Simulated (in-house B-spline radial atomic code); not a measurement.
# Zr¹⁷⁺: ionisation energy by several methods

How far do functionals differ on the ionisation energy of Zr¹⁷⁺? Each run solves Zr¹⁷⁺ and then the next ion ([Ar] 3d4).

The numbers are computed with in-house B-spline radial atomic code version 1 (scalar-relativistic (X2C), several functionals, spin-polarised, exact exchange averaged over the configuration; spherical all-electron atom at the radial basis limit), except any that are marked as measured or tabulated.

### 1 What is computed

```
element       : zirconium (Z = 40)
charge        : +17
electrons     : 23
configuration : [Ar] 3d5
nucleus       : Fermi, rms radius 4.269 fm
```

Outer shells as boxes (Hund's rule):

[Ar] 3d5
```
[Ar] core
3d [↑ ][↑ ][↑ ][↑ ][↑ ]
```

Where spins are not typed, each open shell is filled with up spins first.

### 2 B3LYP

Settings of the run:

```ini
Z = 40
electrons = 23.0
configuration = [Ar] 3d5
hamiltonian = x2c
method = b3lyp
spin_polarised = True
nucleus = fermi
rms_radius = 4.2694
mass_number = 90
atomic_mass = 89.904698755
speed_of_light = 137.035999084
exact_exchange = averaged over the configuration
```

On the command line:

```
$ python run_scf.py task.json out
```

The settings of every run stand in task.json; they run in order.

Results of the run (chosen fields of its result record, rounded):

```text
{
  "status": "converged",
  "scf [iteration, energy, orbital gradient]": [
    [1, -3426.28653844, 1.94],
    [2, -3452.54447748, 0.682],
    [3, -3454.56705956, 0.251],
    [4, -3454.8466478, 0.0921],
    [5, -3454.8849661, 0.0238],
    [6, -3454.88851992, 0.000368],
    [7, -3454.88852044, 2.39e-05],
    [8, -3454.88852044, 8.15e-07],
    [9, -3454.88852044, 4.85e-09]
  ],
  "energy [hartree]": {"total": -3454.88852044, "kinetic": 3575.24171112, "nuclear": -7879.9706499, "coulomb": 947.718568607, "exact_exchange": -19.3553067599, "xc": -78.5228435191},
  "orbitals [hartree, bohr; first row names the columns]": [
    ["name", "occ", "eps", "<r>", "<r^2>", "<1/r>", "r_max"],
    ["1s up", 1.0, -676.48916, 0.036595, 0.0018171, 42.492, 0.023586],
    ["1s down", 1.0, -676.48511, 0.036594, 0.0018169, 42.493, 0.023586],
    ["2s up", 1.0, -111.61419, 0.1618, 0.0309, 9.4947, 0.13681],
    ["2s down", 1.0, -111.20519, 0.16142, 0.030751, 9.5199, 0.13662],
    ["2p up", 3.0, -101.73652, 0.1412, 0.02436, 9.0493, 0.10923],
    ["2p down", 3.0, -101.40021, 0.14075, 0.02419, 9.0727, 0.10903],
    ["3s up", 1.0, -32.910542, 0.4314, 0.2123, 3.4138, 0.39503],
    ["3s down", 1.0, -32.369101, 0.43378, 0.2146, 3.3841, 0.3961],
    ["3p up", 3.0, -29.667797, 0.42702, 0.21087, 3.2422, 0.38555],
    ["3p down", 3.0, -29.075668, 0.43013, 0.21391, 3.2095, 0.38698],
    ["3d up", 5.0, -24.645419, 0.39533, 0.18362, 3.0478, 0.32186]
  ],
  "sum_r [bohr^k]": {"-1": 199.7572, "1": 6.655531, "2": 2.830283},
  "radius_at_0.001 [bohr]": 1.278,
  "radius_enclosing_fraction [bohr]": {"0.5": 0.2612, "0.9": 0.5609, "0.99": 0.8211},
  "slater [hartree]": {
    "F0(3p up,3p up)": 2.1068,
    "F2(3p up,3p up)": 1.0631,
    "F0(3p up,3p down)": 2.0992,
    "F2(3p up,3p down)": 1.0601,
    "F0(3p up,3d up)": 2.1759,
    "F2(3p up,3d up)": 1.0564,
    "G1(3p up,3d up)": 1.1948,
    "G3(3p up,3d up)": 0.77625,
    "F0(3p down,3p down)": 2.0917,
    "F2(3p down,3p down)": 1.0572,
    "F0(3p down,3d up)": 2.1675,
    "F2(3p down,3d up)": 1.0525,
    "F0(3d up,3d up)": 2.2928,
    "F2(3d up,3d up)": 1.1581,
    "F4(3d up,3d up)": 0.74262
  },
  "ionisation_energy [hartree]": 25.4312272
}
```

It took 0.42 s on 1 thread, shared host.

The run also solves the next ion with the same method; the record keeps the difference, ionisation_energy. radius_at_0.001 is where the density falls to 0.001 electrons per bohr³.

Radial density 4πr²n(r) and radial functions P(r) = rR(r):

```
r (bohr)     4πr²n  3p down   3d up
 0.00232     3.863   0.0057  0.0000
 0.00327     6.634   0.0105  0.0001
 0.00459     11.01   0.0192  0.0002
 0.00646     17.63   0.0350  0.0005
 0.00909     26.67   0.0633  0.0012
  0.0128     37.28   0.1126  0.0031
  0.0180     46.63   0.1949  0.0078
  0.0253     50.58   0.3242  0.0193
  0.0356     47.17   0.5095  0.0465
  0.0501     42.34   0.7332  0.1072
  0.0704     47.22   0.9194  0.2313
  0.0990     59.28   0.9124  0.4595
   0.139     56.30   0.5193  0.8140
   0.196     36.54  -0.3217  1.2522
   0.276     32.23  -1.2654  1.5845
   0.388     35.88  -1.6822  1.5578
   0.545     19.51  -1.2885  1.1040
   0.767     3.634  -0.5565  0.5013
    1.08    0.1717  -0.1167  0.1227
    1.52  0.001344  -0.0092  0.0126
```

On the record's full grid the radial density has clear maxima near r = 0.025, 0.12, 0.39 bohr.

### 3 B97-1

Changes to the settings of step 2:

```diff
@@ -4,3 +4,3 @@
 hamiltonian = x2c
-method = b3lyp
+method = b97_1
 spin_polarised = True
```

Main fields:

```text
{
  "status": "converged",
  "scf [iteration, energy, orbital gradient]": [
    [1, -3426.16623461, 1.95],
    [2, -3452.47213069, 0.674],
    [3, -3454.47664957, 0.252],
    [4, -3454.75557902, 0.0939],
    [5, -3454.79443992, 0.0229],
    [6, -3454.79790476, 0.000345],
    [7, -3454.79790524, 2.47e-05],
    [8, -3454.79790524, 9.62e-07],
    [9, -3454.79790524, 9.88e-09]
  ],
  "energy [hartree]": {"total": -3454.79790524, "kinetic": 3575.1507357, "nuclear": -7879.94150529, "coulomb": 947.787492391, "exact_exchange": -20.3249303228, "xc": -77.4696977163},
  "orbitals [hartree, bohr; first row names the columns]": [
    ["name", "occ", "eps", "<r>"],
    ["1s up", 1.0, -676.51514, 0.036593],
    ["1s down", 1.0, -676.51107, 0.036592],
    ["2s up", 1.0, -111.65946, 0.1618],
    ["2s down", 1.0, -111.24332, 0.16137],
    ["2p up", 3.0, -101.75489, 0.14123],
    ["2p down", 3.0, -101.41653, 0.14073],
    ["3s up", 1.0, -32.929689, 0.43122],
    ["3s down", 1.0, -32.394703, 0.43384],
    ["3p up", 3.0, -29.680051, 0.42683],
    ["3p down", 3.0, -29.08738, 0.43033],
    ["3d up", 5.0, -24.658946, 0.39502]
  ],
  "sum_r [bohr^k]": {"-1": 199.7568, "1": 6.653892, "2": 2.828075},
  "ionisation_energy [hartree]": 25.4334786
}
```

It took 0.31 s on 1 thread, shared host.

### 4 BHandHLYP

Changes to the settings of step 3:

```diff
@@ -4,3 +4,3 @@
 hamiltonian = x2c
-method = b97_1
+method = bhandhlyp
 spin_polarised = True
```

Main fields:

```text
{
  "status": "converged",
  "scf [iteration, energy, orbital gradient]": [
    [1, -3426.42918741, 1.94],
    [2, -3453.25378317, 0.613],
    [3, -3454.74297548, 0.239],
    [4, -3454.96633946, 0.0936],
    [5, -3455.00197457, 0.019],
    [6, -3455.00427806, 0.000318],
    [7, -3455.00427842, 4.31e-05],
    [8, -3455.00427842, 9.4e-07],
    [9, -3455.00427842, 9.63e-09]
  ],
  "energy [hartree]": {"total": -3455.00427842, "kinetic": 3575.53018513, "nuclear": -7880.2776178, "coulomb": 947.750472116, "exact_exchange": -48.3980454181, "xc": -49.609272461},
  "orbitals [hartree, bohr; first row names the columns]": [
    ["name", "occ", "eps", "<r>"],
    ["1s up", 1.0, -679.82715, 0.036588],
    ["1s down", 1.0, -679.82156, 0.036587],
    ["2s up", 1.0, -112.8945, 0.16169],
    ["2s down", 1.0, -112.40259, 0.16121],
    ["2p up", 3.0, -102.81302, 0.14123],
    ["2p down", 3.0, -102.37179, 0.14061],
    ["3s up", 1.0, -33.486239, 0.43085],
    ["3s down", 1.0, -32.808665, 0.43362],
    ["3p up", 3.0, -30.148728, 0.42668],
    ["3p down", 3.0, -29.356896, 0.43053],
    ["3d up", 5.0, -24.99172, 0.39539]
  ],
  "sum_r [bohr^k]": {"-1": 199.7648, "1": 6.654665, "2": 2.828882},
  "ionisation_energy [hartree]": 25.4490569
}
```

Run time: 0.27 s. Hardware: 1 thread, shared host.

### 5 Results

| method | rung | total energy (hartree) | ΔSCF (eV) | −ε highest (eV) | ΔSCF less tabulated (eV) |
| --- | --- | --- | --- | --- | --- |
| B3LYP | global hybrid | -3454.8885 | 692.02 | 670.64 (3d up) | +2.02 |
| B97-1 | global hybrid | -3454.7979 | 692.08 | 671.00 (3d up) | +2.08 |
| BHandHLYP | global hybrid | -3455.0043 | 692.50 | 680.06 (3d up) | +2.50 |

**Reading.** Against the tabulated ionisation energy, 690 ± 3 eV (tabulated theoretical; NIST Atomic Spectra Database), the best here is B3LYP (+2.02 eV) and the worst BHandHLYP (+2.50 eV, or 0.36 %). The table's own uncertainty is as large as these misses, so the order means little. All methods miss on the same side by much the same amount, which points to something that they share. Relativistic terms that these runs lack can be as large as the gaps between close methods, so the nearest may be so by luck. Spin-orbit coupling is left out. Open shells are averaged (over orientations, and over spins where the run is restricted), while tables refer to the lowest levels.

What each method cost (CPU seconds, one thread, shared host; runs marked * also made radial tables):

| method | CPU time | miss (eV) |
| --- | --- | --- |
| BHandHLYP | 0.27 s | +2.50 |
| B97-1 | 0.31 s | +2.08 |
| B3LYP* | 0.42 s | +2.02 |
